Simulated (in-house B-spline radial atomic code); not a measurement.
# Ne³⁺: density, ELF and screening along the radius

Aim: the shell structure of Ne³⁺ in the radial density, the electron localisation function and the screened nuclear charge, under several settings.

Method: several methods, spin-polarised, as named in each step; spherical all-electron atom at the radial basis limit. Code: in-house B-spline radial atomic code version 1.

### 1 Starting point

| Property | Result |
| --- | --- |
| element | neon (Z = 10) |
| charge | +3 |
| electrons | 7 |
| configuration | [He] 2s2 2p3 |
| nucleus | point (non-relativistic runs) or finite (X2C runs) |

Outer shells as boxes (Hund's rule):

[He] 2s2 2p3
```
[He] core
2s [↑↓]
2p [↑ ][↑ ][↑ ]
```

Where spins are not typed, each open shell is filled with up spins first.

### 2 r2SCAN0, non-rel.

Settings, as recorded:

```ini
Z = 10
electrons = 7.0
configuration = [He] 2s2 2p3
hamiltonian = nr
method = r2scan0
spin_polarised = True
```

Launch:

```console
$ python run_scf.py task.json out
```

task.json lists these runs, among others, and the program works through them in turn.

Main fields of the result record, rounded:

```text
status: converged
scf [iteration, energy, orbital gradient]:
  - [1, -124.297283355, 0.0312]
  - [2, -124.299232828, 0.00188]
  - [3, -124.299241776, 0.00103]
  - [4, -124.299244577, 0.000572]
  - [5, -124.299245868, 6.76e-05]
  - [6, -124.299245895, 5.5e-06]
  - [7, -124.299245895, 5.1e-07]
  - [8, -124.299245895, 2.69e-08]
energy [hartree]: {"total": -124.299245895, "kinetic": 124.121862139, "nuclear": -281.257712587, "coulomb": 43.5265178055, "exact_exchange": -2.6247306129, "xc": -8.06518263958}
orbitals [hartree, bohr; first row names the columns]:
  - ["name", "occ", "eps", "<r>", "<r^2>", "<1/r>", "r_max", "density_at_nucleus", "spin_orbit_zeta"]
  - ["1s up", 1.0, -34.388879, 0.15818, 0.033746, 9.5996, 0.10299, 293.2, "-"]
  - ["1s down", 1.0, -34.206005, 0.15715, 0.033229, 9.6412, 0.10276, 295.5, "-"]
  - ["2s up", 1.0, -4.1714966, 0.78473, 0.72933, 1.8588, 0.64121, 21.547, "-"]
  - ["2s down", 1.0, -3.6967371, 0.81443, 0.78818, 1.773, 0.65658, 19.154, "-"]
  - ["2p up", 3.0, -3.2612932, 0.74134, 0.68034, 1.7511, 0.55674, "-", 0.003713]
sum_r [bohr^k]: {"-1": 28.12577, "1": 4.13852, "2": 3.625504}
density_at_nucleus [bohr^-3]: 629.3979
spin_density_at_nucleus [bohr^-3]: 0.097264
mass_velocity [hartree]: -0.6646992
darwin [hartree]: 0.5264726
radius_at_0.001 [bohr]: 2.146
radius_enclosing_fraction [bohr]: {"0.5": 0.5538, "0.9": 1.14, "0.99": 1.752}
slater [hartree]:
  F0(2s up,2s up): 1.1539
  F0(2s up,2s down): 1.1328
  F0(2s up,2p up): 1.1857
  G1(2s up,2p up): 0.71416
  F0(2s down,2s down): 1.1128
  F0(2s down,2p up): 1.1625
  F0(2p up,2p up): 1.2346
  F2(2p up,2p up): 0.57487
```

Wall time 0.09 s (1 thread, shared host).

radius_at_0.001 is where the density falls to 0.001 electrons per bohr³. Meta-GGA runs start from a PBE run whose iterations are not counted.

The record's radial tables, every 2nd point:

```
r (bohr)  4πr²n (1/bohr)      ELF  screened charge r·V (e)  reduced gradient s  4πr²(n↑−n↓)
  0.0128           1.003    1.000                    9.642              0.4101    0.0002417
  0.0174           1.691    1.000                    9.516              0.4225    0.0005464
  0.0237           2.768    1.000                    9.347              0.4400     0.001355
  0.0323           4.332   0.9999                    9.124              0.4650     0.003636
  0.0440           6.371   0.9999                    8.836              0.5010      0.01014
  0.0599           8.620   0.9997                    8.477              0.5539      0.02839
  0.0816           10.44   0.9989                    8.044              0.6336      0.07798
   0.111           10.91   0.9939                    7.552              0.7547       0.2022
   0.151           9.459   0.9460                    7.014              0.9327       0.4839
   0.206           6.740   0.5449                    6.433               1.113        1.048
   0.281           4.750   0.1534                    5.796              0.9042        1.978
   0.382           4.941   0.3182                    5.093              0.3805        3.098
   0.521           6.231   0.7727                    4.343              0.3859        3.835
   0.710           6.060   0.8915                    3.682              0.6329        3.442
   0.966           3.807   0.8778                    3.247               1.056        2.060
    1.32           1.350   0.7168                    3.054               1.980       0.7196
    1.79          0.2431   0.2483                    3.006               4.456       0.1316
    2.44         0.01677  0.01133                    3.000               13.55     0.009602
```

### 3 LDA (VWN5), X2C

Settings, as recorded:

```ini
Z = 10
electrons = 7.0
configuration = [He] 2s2 2p3
hamiltonian = x2c
method = lda,vwn
spin_polarised = True
nucleus = fermi
rms_radius = 3.0055
mass_number = 20
atomic_mass = 19.99244017525
speed_of_light = 137.035999084
```

Main fields:

```text
status: converged
iterations: 8
energy [hartree]: {"total": -123.694302291, "kinetic": 123.625313396, "nuclear": -280.850409294, "coulomb": 43.4537273209, "xc": -9.92293371338}
orbitals [hartree, bohr; first row names the columns]:
  - ["name", "occ", "eps", "<r>"]
  - ["1s up", 1.0, -33.438844, 0.15865]
  - ["1s down", 1.0, -33.288562, 0.158]
  - ["2s up", 1.0, -3.8839329, 0.79195]
  - ["2s down", 1.0, -3.589636, 0.81298]
  - ["2p up", 3.0, -3.0770601, 0.74359]
sum_r [bohr^k]: {"-1": 28.13136, "1": 4.152341, "2": 3.661136}
```

It took 0.09 s on 1 thread, shared host.

The record's radial tables, every 4th point:

```csv
r (bohr),4πr²n (1/bohr),ELF,screened charge r·V (e),reduced gradient s,4πr²(n↑−n↓)
0.0128,1.023,1.000,9.643,0.4433,-0.0003776
0.0237,2.789,1.000,9.348,0.4536,-0.0002873
0.0439,6.354,0.9999,8.839,0.5065,0.006666
0.0815,10.39,0.9988,8.048,0.6355,0.07448
0.151,9.434,0.9439,7.016,0.9294,0.4923
0.280,4.817,0.1609,5.806,0.9027,1.986
0.520,6.188,0.7652,4.354,0.3914,3.785
0.965,3.802,0.8785,3.254,1.047,2.061
1.79,0.2559,0.2632,3.007,4.304,0.1438
```

### 4 PBE, X2C

The settings differ from step 3 so:

```diff
@@ -4,3 +4,3 @@
 hamiltonian = x2c
-method = lda,vwn
+method = pbe,pbe
 spin_polarised = True
```

Main fields:

```text
status: converged
iterations: 8
energy [hartree]: {"total": -124.352638578, "kinetic": 124.459674067, "nuclear": -281.748166507, "coulomb": 43.5455259961, "xc": -10.6096721347}
orbitals [hartree, bohr; first row names the columns]:
  - ["name", "occ", "eps", "<r>"]
  - ["1s up", 1.0, -33.618923, 0.15791]
  - ["1s down", 1.0, -33.488326, 0.15736]
  - ["2s up", 1.0, -3.9065746, 0.78854]
  - ["2s down", 1.0, -3.5979414, 0.80884]
  - ["2p up", 3.0, -3.0772994, 0.74402]
sum_r [bohr^k]: {"-1": 28.22169, "1": 4.144711, "2": 3.647907}
```

Run time: 0.09 s. Hardware: 1 thread, shared host.

The record's radial tables, every 4th point:

```csv
r (bohr),4πr²n (1/bohr),ELF,screened charge r·V (e),reduced gradient s,4πr²(n↑−n↓)
0.0128,1.035,1.000,9.641,0.4433,-0.0001822
0.0236,2.801,1.000,9.348,0.4535,0.0002320
0.0438,6.395,0.9999,8.839,0.5066,0.007774
0.0813,10.44,0.9988,8.048,0.6361,0.07550
0.151,9.431,0.9439,7.013,0.9342,0.4904
0.279,4.791,0.1582,5.811,0.9100,1.953
0.518,6.206,0.7655,4.358,0.3853,3.785
0.961,3.830,0.8784,3.256,1.049,2.086
1.78,0.2636,0.2662,3.007,4.218,0.1498
```

### 5 Hartree-Fock, X2C

The settings differ from step 4 so:

```diff
@@ -4,3 +4,3 @@
 hamiltonian = x2c
-method = pbe,pbe
+method = hf
 spin_polarised = True
```

Main fields:

```text
status: converged
iterations: 9
energy [hartree]: {"total": -124.24908575, "kinetic": 124.530915627, "nuclear": -281.845229643, "coulomb": 43.5923305864, "exact_exchange": -10.5271023214}
orbitals [hartree, bohr; first row names the columns]:
  - ["name", "occ", "eps", "<r>"]
  - ["1s up", 1.0, -35.97836, 0.15752]
  - ["1s down", 1.0, -35.753926, 0.1563]
  - ["2s up", 1.0, -4.6640889, 0.77982]
  - ["2s down", 1.0, -3.9297344, 0.81578]
  - ["2p up", 3.0, -3.6192494, 0.74123]
sum_r [bohr^k]: {"-1": 28.23123, "1": 4.13312, "2": 3.614152}
```

It took 0.12 s on 1 thread, shared host.

Fields along the radius, from the same record (one point in 4):

```csv
r (bohr),4πr²n (1/bohr),ELF,screened charge r·V (e),reduced gradient s,4πr²(n↑−n↓)
0.0128,1.032,1.000,9.641,0.4417,0.0006185
0.0237,2.813,1.000,9.345,0.4519,0.002370
0.0440,6.427,0.9999,8.833,0.5052,0.01227
0.0816,10.48,0.9989,8.041,0.6354,0.07981
0.151,9.450,0.9464,7.012,0.9362,0.4773
0.281,4.727,0.1505,5.795,0.9026,1.968
0.522,6.246,0.7769,4.337,0.3854,3.849
0.968,3.790,0.8767,3.243,1.062,2.057
1.80,0.2306,0.2323,3.006,4.576,0.1209
```

### 6 HSE06, X2C

The settings differ from step 5 so:

```diff
@@ -4,3 +4,3 @@
 hamiltonian = x2c
-method = hf
+method = hse06
 spin_polarised = True
```

Main fields:

```text
status: converged
iterations: 8
energy [hartree]: {"total": -124.384571833, "kinetic": 124.491560604, "nuclear": -281.790899731, "coulomb": 43.5617045805, "exact_exchange": -2.51890448874, "xc": -8.1280327979}
orbitals [hartree, bohr; first row names the columns]:
  - ["name", "occ", "eps", "<r>"]
  - ["1s up", 1.0, -34.202439, 0.15779]
  - ["1s down", 1.0, -34.048517, 0.1571]
  - ["2s up", 1.0, -4.0866376, 0.78612]
  - ["2s down", 1.0, -3.6833853, 0.80946]
  - ["2p up", 3.0, -3.2031423, 0.74337]
sum_r [bohr^k]: {"-1": 28.22594, "1": 4.14059, "2": 3.635994}
```

Wall time 0.2 s (1 thread, shared host).

Fields along the radius, from the same record (one point in 4):

```
r (bohr)  4πr²n (1/bohr)     ELF  screened charge r·V (e)  reduced gradient s  4πr²(n↑−n↓)
  0.0128           1.034   1.000                    9.641              0.4429      0.00004
  0.0236           2.800   1.000                    9.348              0.4530    0.0008121
  0.0439           6.413  0.9999                    8.836              0.5064     0.009064
  0.0813           10.45  0.9989                    8.047              0.6358      0.07663
   0.151           9.435  0.9446                    7.013              0.9345       0.4862
   0.280           4.766  0.1555                    5.803              0.9063        1.960
   0.518           6.214  0.7669                    4.357              0.3833        3.798
   0.961           3.837  0.8784                    3.254               1.048        2.088
    1.78          0.2587  0.2604                    3.007               4.281       0.1452
```

### 7 Results

| run | total energy (hartree) | highest level (eV) | radius holding 50 / 90 / 99 % (bohr) | radius at n = 0.001 (bohr) | ELF minima on the full grid (bohr) |
| --- | --- | --- | --- | --- | --- |
| r2SCAN0, non-rel. | -124.2992 | -88.744 | 0.554 / 1.14 / 1.75 | 2.15 | 0.28 |
| LDA (VWN5), X2C | -123.6943 | -83.731 | 0.553 / 1.15 / 1.77 | 2.16 | 0.28 |
| PBE, X2C | -124.3526 | -83.738 | 0.553 / 1.14 / 1.77 | 2.16 | 0.28 |
| Hartree-Fock, X2C | -124.2491 | -98.485 | 0.554 / 1.14 / 1.75 | 2.14 | 0.28 |
| HSE06, X2C | -124.3846 | -87.162 | 0.553 / 1.14 / 1.76 | 2.16 | 0.28 |

In the first run ELF has 1 minimum on the grid, which marks the borders between shells. On the record's full grid the screened charge (r times the electrostatic potential) falls from 9.9 near the nucleus to 3.00 at 2.9 bohr; far out it tends to the net charge, 3. The grid is coarse (about 17 % a step), so the places of minima are rough. For X2C runs ELF uses the non-relativistic kinetic energy density, and the fields carry no picture-change correction.
